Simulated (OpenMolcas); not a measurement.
# Ni⁴⁺ among point charges: CASSCF and CASPT2 levels and susceptibility

How does a field of 8 point charges split the states of Ni⁴⁺, and what χT follows?

Method: state-averaged CASSCF and CASPT2, spin-orbit coupling by RASSI with atomic mean-field integrals. Code: OpenMolcas 26.06.

### 1 Starting point

- Species: Ni⁴⁺ (nickel, Z = 28, 24 electrons)
- Basis: ANO-RCC-VTZP [6s5p3d2f1g], 59 functions
- Scalar Hamiltonian: DKH2, point nucleus
- Inactive shells: 1s 2s 2p 3s 3p
- Active space: 6 electrons in 5 orbitals (3d)
- Some configurations of this space: 3d⁶
- Orbitals: optimised for each spin and parity, averaged over all roots

The outer shells:

3d6
```
3d [↑↓][↑ ][↑ ][↑ ][↑ ]
```

The ion sits among 8 point charges of -1.6 e arranged as a cube (Oh), 1.6 Å from the ion.

Each step is its own input file, run in one work folder so that later steps find the files of earlier ones. Labels, J, g values, rates, χT and fits are worked out afterwards by a script from the matrices that RASSI stores. The input lists half of the charges; inversion (Group=XYZ) makes the rest.

### 2 One- and two-electron integrals

Contents of a.inp:

```
&GATEWAY
Coord
1

Ni 0.0 0.0 0.0
Basis=ANO-RCC-VTZP
Group=XYZ
NoMove
AngMom=0.0 0.0 0.0
AMFI
XField
4 Angstrom 0
0.923760 0.923760 0.923760 -1.600000
0.923760 0.923760 -0.923760 -1.600000
0.923760 -0.923760 0.923760 -1.600000
0.923760 -0.923760 -0.923760 -1.600000
&SEWARD
```

Command:

```sh
$ OMP_NUM_THREADS=1 MOLCAS_MEM=1689 MOLCAS_PROJECT=a pymolcas a.inp > a.log
```

### 3 Reference wave functions, quintets of even parity, 5 roots

Contents of a.inp:

```
&RASSCF
FileOrb=start.orb
Symmetry=1
Spin=5
nActEl=6 0 0
Inactive=3 6
Ras2=5 0
CIRoot=5 5 1
SDav=5
CIMx=300
Iter=120 100
PrWF=0.3
OrbListing=Nothing
MaxOrb=0
>>> COPY $Project.JobIph JOB001
```

start.orb holds the contracted functions of the basis, ordered by shell, or the orbitals of the step before.

### 4 Reference wave functions, triplets of even parity, 45 roots

Contents of a.inp:

```
&RASSCF
FileOrb=start.orb
Symmetry=1
Spin=3
nActEl=6 0 0
Inactive=3 6
Ras2=5 0
CIRoot=45 45 1
SDav=45
CIMx=300
Iter=120 100
PrWF=0.3
OrbListing=Nothing
MaxOrb=0
>>> COPY $Project.JobIph JOB002
```

### 5 CASSCF: singlets of even parity, 50 roots

Contents of a.inp:

```
&RASSCF
FileOrb=start.orb
Symmetry=1
Spin=1
nActEl=6 0 0
Inactive=3 6
Ras2=5 0
CIRoot=50 50 1
SDav=50
CIMx=300
Iter=120 100
PrWF=0.3
OrbListing=Nothing
MaxOrb=0
>>> COPY $Project.JobIph JOB003
```

### 6 State interaction with spin-orbit coupling

Contents of a.inp:

```
&RASSI
NrOfJobIphs=3 5 45 50
1 2 3 4 5
1 2 3 4 5 6 7 8 9 10 11 12 13 14 15 16 17 18 19 20 21 22 23 24 25 26 27
28 29 30 31 32 33 34 35 36 37 38 39 40 41 42 43 44 45
1 2 3 4 5 6 7 8 9 10 11 12 13 14 15 16 17 18 19 20 21 22 23 24 25 26 27
28 29 30 31 32 33 34 35 36 37 38 39 40 41 42 43 44 45 46 47 48 49 50
IphNames
JOB001
JOB002
JOB003
EJob
SpinOrbit
DIPRint=1.0
SOCoupling=1000.0
Subsets=2
Property=9
'ANGMOM' 1 'ANGMOM' 2 'ANGMOM' 3 'MLTPL  1' 1 'MLTPL  1' 2 'MLTPL  1' 3
'AMFI' 1 'AMFI' 2 'AMFI' 3
SOProperty=3
'ANGMOM' 1 'ANGMOM' 2 'ANGMOM' 3
```

### 7 CASPT2: IPEA 0.25, imaginary shift 0.1 (closed shells correlated: 3s 3p)

Contents of a.inp:

```
>>> COPY JOB001 $Project.JobIph
&CASPT2
Multistate=5 1 2 3 4 5
NoMult
Frozen=2 3
IPEA=0.25
Imaginary=0.1
MaxIter=60
WThr=0.0 0.3 0.05
PrWF=0.5
NoMix
>>> COPY JOB002 $Project.JobIph
&CASPT2
Multistate=45 1 2 3 4 5 6 7 8 9 10 11 12 13 14 15 16 17 18 19 20 21 22
23 24 25 26 27 28 29 30 31 32 33 34 35 36 37 38 39 40 41 42 43 44 45
NoMult
Frozen=2 3
IPEA=0.25
Imaginary=0.1
MaxIter=60
WThr=0.0 0.3 0.05
PrWF=0.5
NoMix
>>> COPY JOB003 $Project.JobIph
&CASPT2
Multistate=50 1 2 3 4 5 6 7 8 9 10 11 12 13 14 15 16 17 18 19 20 21 22
23 24 25 26 27 28 29 30 31 32 33 34 35 36 37 38 39 40 41 42 43 44 45 46
47 48 49 50
NoMult
Frozen=2 3
IPEA=0.25
Imaginary=0.1
MaxIter=60
WThr=0.0 0.3 0.05
PrWF=0.5
NoMix
```

(Steps that only read results are left out.)

Q: Predict the outcome of this session. Wanted: spin-free ground state; first state of the same spin within the active space; lowest level; next level.

**Answer**, as computed:

```
                                            quantity                                                                        value
                                              method  SS-CASPT2, IPEA 0.25, imaginary shift 0.1 (closed shells correlated: 3s 3p)
                              spin-free ground state                                               5E, 2-fold in its orbital part
first state of the same spin within the active space                                                             5T2 at 3900 cm⁻¹
                                        lowest level                                                                    1-fold A1
                                          next level                                                                    51.3 cm⁻¹
                                         χT at 300 K                                                               3.77 cm³ K/mol
                           effective moment at 300 K                                                                      5.49 μB
```

Cost by method:

```tsv
method	time of its own steps	time with the reference
A. CASSCF	20 s	20 s
B. SS-CASPT2, IPEA 0.25, imaginary shift 0.1, +3s 3p	10 s	30 s
```

Times are of one thread on a shared host.

In words: The spin-free ground state (5E) comes to 100 % from free-ion D terms and keeps the highest spin of the shell. χT at 300 K is 3.77, against 3.01 cm³ K/mol for the spin alone, so orbital moment adds to it. An active space of the d shell alone favours high spin; real ions in strong fields can be low spin. CASPT2 does not keep the components of a term degenerate, and the means are used. An orbital doublet at a regular site is open to a Jahn-Teller distortion, which this geometry leaves out. The field of point charges can differ much from that of real complexes. With metal d orbitals alone active, the gaps between spin states are rough; where two lie within a few thousand cm-1, their order is open. This is an electrostatic model: the charges have no orbitals.
